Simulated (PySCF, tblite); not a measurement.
# C7H11ClGe: geometry, infrared bands and NMR shifts

Aim: predict the infrared bands and NMR shifts of C7H11ClGe (`C#C[C@@H]1CC[C@H](Cl)[GeH2][CH2]1`).

Programs: tblite 0.8.0 and PySCF 2.14.0, with density-fitted response routines of our own. Each step states its level of theory. These are calculated values for one molecule in the gas phase, unless marked as measured. Atoms are numbered from 0 throughout.

## (1) The molecule as given

20 atoms, charge 0, multiplicity 1; geometry from: force field or distance geometry start.

Bonds of the start (Å): C0–C1 1.22, C1–C2 1.43, C2–C3 1.52, C3–C4 1.55, C4–C5 1.53, C5–Cl6 1.78, C5–Ge7 1.97, Ge7–C8 1.97, C8–C2 1.52, C0–H9 1.06, C2–H10 1.12, C3–H11 1.11, C3–H12 1.11, C4–H13 1.10, C4–H14 1.11, C5–H15 1.10, Ge7–H16 1.56, Ge7–H17 1.52, C8–H18 1.11, C8–H19 1.11.

## (2) Geometry optimisation with GFN2-xTB

The job: settings as JSON, then the geometry in Å.

```
{"job": {"kind": "relax", "xc": "GFN2-xTB", "basis": "xTB"}, "charge": 0, "multiplicity": 1}
C      3.512900    -0.133600    -1.000500
C      2.379300    -0.076900    -0.559900
C      1.057300    -0.032500    -0.003800
C      0.064800    -0.927700    -0.732900
C     -1.061000    -1.379800     0.229300
C     -2.111900    -0.281400     0.395600
Cl    -2.667500     0.141400    -1.246500
Ge    -1.109300     1.269500     1.081300
C      0.466800     1.363400    -0.095000
H      4.499100    -0.162300    -1.388100
H      0.998800    -0.291300     1.089400
H     -0.417200    -0.414000    -1.584900
H      0.620200    -1.811000    -1.107200
H     -1.492100    -2.345300    -0.074500
H     -0.563200    -1.470100     1.217300
H     -2.919300    -0.584000     1.079700
H     -0.551900     0.904500     2.490800
H     -1.943000     2.539700     1.083800
H      0.062500     1.549300    -1.109000
H      1.169400     2.152800     0.232000
```

Started as:

```console
> OMP_NUM_THREADS=1 python probes_run.py task.json out
```

One launch serves the whole session: the jobs run in the order shown.

**Question.** This job is followed by: GFN2-xTB harmonic vibrations, gas phase; GIAO PBE0/pcSseg-1 NMR shielding, non-relativistic, gas phase. Predict these results of the whole session: strongest single infrared mode (GFN2-xTB); zero-point energy (GFN2-xTB); 13C shifts against TMS (PBE0/pcSseg-1); 1H shifts against TMS (PBE0/pcSseg-1); 35Cl shifts against HCl (PBE0/pcSseg-1); 73Ge shifts against GeMe4 (PBE0/pcSseg-1); surface potential, 1st and 99th percentile.

As calculated:

| quantity | value |
| --- | --- |
| strongest single infrared mode (GFN2-xTB) | 2021 cm⁻¹, 444 km/mol |
| zero-point energy (GFN2-xTB) | 95.2 kcal/mol |
| 13C shifts against TMS (PBE0/pcSseg-1) | 94.6, 75.7, 48.5, 39.3, 32.4, 31.1, 17.8 ppm |
| 1H shifts against TMS (PBE0/pcSseg-1) | 4.25, 4.02, 3.82, 2.27, 2.26, 2.24, 1.87, 1.79, 1.66, 1.60, 1.46 ppm |
| 35Cl shifts against HCl (PBE0/pcSseg-1) | 113 ppm |
| 73Ge shifts against GeMe4 (PBE0/pcSseg-1) | -140 ppm |
| surface potential, 1st and 99th percentile | -0.79 V and 1.19 V |

**Reading.** The optimisation took 72 steps and gained 0.603 eV; among the close pairs (by a distance rule), Ge7–H16 changed most, from 1.559 to 1.511 Å. All 54 modes are real, so the xTB geometry is a minimum. The strongest single mode, at 2021 cm⁻¹, moves mainly H17. Unscaled tight-binding wavenumbers are off by several per cent, some by more. Its intensities can rank the bands wrongly. At PBE0/pcSseg-1: Shielding is most anisotropic at Cl6 (span 429 ppm, paramagnetic term -310 ppm). Spin-orbit coupling is left out, which matters for shieldings and couplings at and beside the heavy atoms.
